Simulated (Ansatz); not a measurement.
# GeCl+ (singlet): from Hartree-Fock to the top rungs, cc-pVDZ

An exercise on one series of results from a longer session: the logs are not shown, and one member is left open.

Computed with Ansatz 0.2.0, Gaussian basis. Level: cc-pVDZ, core rule «outside noble gas», up to 19 orbitals frozen.

To be run: UHF; CCSD(T) on RHF; BCCD(T) on RHF; CISD; CCSDT(Q) on RHF; CISDTQ; CCSDTQ on RHF; CASSCF and MRCISD+Q, 10 electrons in 8 orbitals; CASSCF and NEVPT2, 10 electrons in 8 orbitals.

5 further runs of the same task are left out: 2 for a known fault of the program, 3 set aside as unsound or not needed.

### The geometry

The geometry is a PBE0/def2-TZVP stationary point (not a proven minimum) of the parent state, kept for this charge and spin. No spin-orbit coupling is included. The filled d shell of Ge may be among the frozen orbitals whatever the setting's name suggests; the logs give the count.

2 atoms, charge 1, spin multiplicity 1.

Atoms are counted from 1 here; the program's logs count them from 0.

Bond lengths: Ge1–Cl2 2.121 Å.

Set-up of the first run:

Contents of in.yaml:

```yaml
crystal:
  periodic: [false, false, false]
  atoms:
    - {symbol: Ge, position_ang: [0.000000, 0.000000, 0.000000]}
    - {symbol: Cl, position_ang: [0.000000, 0.000000, 2.120600]}
basis:
  gaussian: {orbitals: cc-pVDZ}
total_charge: 1
magnetization: {spin_polarized: true, initial_magnetization: 0}
hamiltonian: {xc: hf}
output: {orbitals: {seedname: orbitals}}
```

Run with:

```bash
ansatz run in.yaml --threads 1 --pin off --events-out ev --progress --plain --max-ram 4096MiB --backend cpu
```

Among the steps run: UHF; CCSD(T) on RHF; BCCD(T) on RHF; CISD; CCSDT(Q) on RHF; CISDTQ; CCSDTQ on RHF; CASSCF and MRCISD+Q, 10 electrons in 8 orbitals; CASSCF and NEVPT2, 10 electrons in 8 orbitals.

One table of the session follows, with a row left open; its other results are not shown here.

It belongs to the step «Misses and costs». 

| method | from RCCSDTQ (meV) |
| --- | --- |
| RHF | +6034.9 |
| RMP2 | +855.3 |
| RCCSD | +238.0 |
| RCCSD(T) | +39.2 |
| BCCD(T) | +36.8 |
| RCCSDT | +16.5 |
| RCCSDT(Q) | ? |
| RCCSDTQ | 0 |
| CASSCF valence | +4453.3 |
| NEVPT2 valence | +1147.6 |
| MRCISD valence | +372.0 |
| MRCISD+Q valence | +67.3 |

Q: Estimate the row for RCCSDT(Q) from the others.

The run gave: from RCCSDTQ (meV): -3.0. In the column «from RCCSDTQ (meV)» it is the lowest.
